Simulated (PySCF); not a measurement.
**Accurate constants of WF, step by step**

The task here is to estimate one member of a computed series from the others.

Method: CCSD(T) on ROHF, scalar-relativistic core potentials; program: PySCF 2.14.0.

Set-up of the first run:

* molecule: WF
* state: sextet, unpaired electrons σ ↑, π ↑↑, δ ↑↑
* smaller basis: W aug-cc-pVDZ-PP with ECP60, F aug-cc-pVDZ
* larger basis: W aug-cc-pVTZ-PP with ECP60, F aug-cc-pVTZ
* frozen core orbitals: 5
* extrapolation: correlation as n⁻³ (n = 2, 3), Hartree–Fock as (n+1)·exp(−9√n)
* corrections: none
* distances (Å): 1.6711, 1.7471, 1.8230, 1.8990, 1.9749, 2.0699, 2.1648
* masses (u): 183.9509, 18.9984
* dissociation limit: W + F

On the command line:

```sh
$ OMP_NUM_THREADS=4 python comp.py task.json out
```

One of the session's tables, all rows but one given; the rest of the session is left out.

Parts of the energy along the bond, in eV from W + F:

| R (Å) | HF/CBS | CCSD corr. | (T) |
| --- | --- | --- | --- |
| 1.6711 | -3.757 | -0.714 | -0.0675 |
| 1.7471 | ? | ? | ? |
| 1.8230 | -4.714 | -0.719 | -0.0703 |
| 1.8990 | -4.818 | -0.713 | -0.0720 |
| 1.9749 | -4.770 | -0.703 | -0.0742 |
| 2.0699 | -4.572 | -0.689 | -0.0778 |
| 2.1648 | -4.282 | -0.676 | -0.0822 |

Estimate the missing values for R (Å) = 1.7471.

Worked estimate for «HF/CBS». A straight line through the neighbours (1.6711, -3.757) and (1.8230, -4.714) gives -3.757 + (-4.714 + 3.757) × (1.7471 − 1.6711) / (1.8230 − 1.6711) = -4.236; a parabola fitted to 3 rows on both sides gives -4.361.

**Answer.** HF/CBS: -4.392; CCSD corr.: -0.720; (T): -0.0689. In «HF/CBS» the line misses by +0.156 and the parabola by +0.031.

Limits of these values: An extrapolation from double and triple zeta is rough, so this isn't yet the limit.
